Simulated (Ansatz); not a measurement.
**SnH₃F: a rigid scan of the angle H4–Sn2–F1**

The task here is to estimate one member of a computed series from the others.

Computed with Ansatz 0.2.0, Gaussian basis. Level: single points in def2-TZVPP.

Levels: PBE-D4, r2SCAN-D4, PBE0-D4, B3LYP-D4, wB97M-V, Hartree-Fock, MP2, CCSD, CCSD(T). The scan takes 74.7, 82.2, 89.7, 97.2, 104.7, 112.2, 119.7, 127.2, 134.7°.

Correlated methods freeze the cores. Filled d shells of the heavier atoms are correlated. Core potentials replace the inner electrons past krypton, and spin-orbit coupling is left out. B3LYP uses VWN-RPA correlation.

28 further runs of the same task are left out: 28 set aside as unsound or not needed.

**Starting geometry**

The minimum, relaxed at PBE0-D4: SMILES `[F][SnH3]`, 5 atoms, charge 0, spin multiplicity 1.

Atoms are counted from 1 here; the program's logs count them from 0.

Bond lengths: F1–Sn2 1.926 Å, Sn2–H3 1.701 Å, Sn2–H4 1.701 Å, Sn2–H5 1.701 Å. Angles: F1–Sn2–H3 104.7°, F1–Sn2–H4 104.7°, F1–Sn2–H5 104.7°, H3–Sn2–H4 113.8°, H3–Sn2–H5 113.8°, H4–Sn2–H5 113.8°.

Geometry (Å):

```mol
FH3Sn
  3D, bonds by distance, orders not assigned

  5  4  0  0  0  0  0  0  0  0999 V2000
   -1.2850    0.7183    1.0050 F   0  0
    0.1004   -0.0659   -0.0790 Sn  0  0
   -0.5284   -0.0548   -1.6591 H   0  0
    0.3189   -1.6265    0.5606 H   0  0
    1.4441    0.9552    0.1310 H   0  0
  1  2  8  0
  2  3  8  0
  2  4  8  0
  2  5  8  0
M  END
```

Energies of the minimum (eV), from earlier single points: PBE-D4 -8595.83284, r2SCAN-D4 -8599.71594, PBE0-D4 -8596.15008, B3LYP-D4 -8600.93649, wB97M-V -8596.37558, CCSD(T) -8577.10576.

At the minimum the angle H4–Sn2–F1 is 104.7°.

The first run:

The input, ccsdt-tzvpp/in.yaml:

```yaml
crystal:
  periodic: [false, false, false]
  atoms:
    - {symbol: F, position_ang: [-1.285011, 0.718292, 1.005022]}
    - {symbol: Sn, position_ang: [0.100384, -0.065890, -0.079026]}
    - {symbol: H, position_ang: [-0.528442, -0.054778, -1.659125]}
    - {symbol: H, position_ang: [-0.314792, -1.263958, 1.054343]}
    - {symbol: H, position_ang: [1.444057, 0.955230, 0.131007]}
basis:
  gaussian: {orbitals: def2-TZVPP}
correlation: {method: ccsd_t}
```

The command line of these runs was not kept.

Steps of the session up to this table: H4–Sn2–F1 = 74.7°; H4–Sn2–F1 = 82.2°; H4–Sn2–F1 = 89.7°; H4–Sn2–F1 = 97.2°; H4–Sn2–F1 = 104.7°; H4–Sn2–F1 = 112.2°; H4–Sn2–F1 = 119.7°; H4–Sn2–F1 = 127.2°; H4–Sn2–F1 = 134.7°.

One of the session's tables, all rows but one given; the rest of the session is left out.

Energies less that of the minimum at the same level (meV):

```
      angle (°)  PBE-D4  PBE0-D4  B3LYP-D4  wB97M-V  Hartree-Fock
           74.7     524      555       558      568           673
           82.2       ?        ?         ?        ?             ?
           89.7     122      128       129      132           158
           97.2      30       31        31       33            40
          104.7       0        0         0        0             0
104.7 (minimum)       0        0         0        0             0
          112.2      28       30        30       29            31
          119.7     110      116       117      116           128
          127.2     243      258       258      259           289
          134.7     428      454       453      456           512
```

Estimate the missing values for angle (°) = 82.2.

Worked estimate for «PBE-D4». A straight line through the neighbours (74.7, 524) and (89.7, 122) gives 524 + (122 − 524) × (82.2 − 74.7) / (89.7 − 74.7) = 323; a parabola fitted to 3 rows on both sides gives 287.

**Answer.** PBE-D4: 284; PBE0-D4: 300; B3LYP-D4: 301; wB97M-V: 307; Hartree-Fock: 364. In «PBE-D4» the line misses by +39 and the parabola by +3.
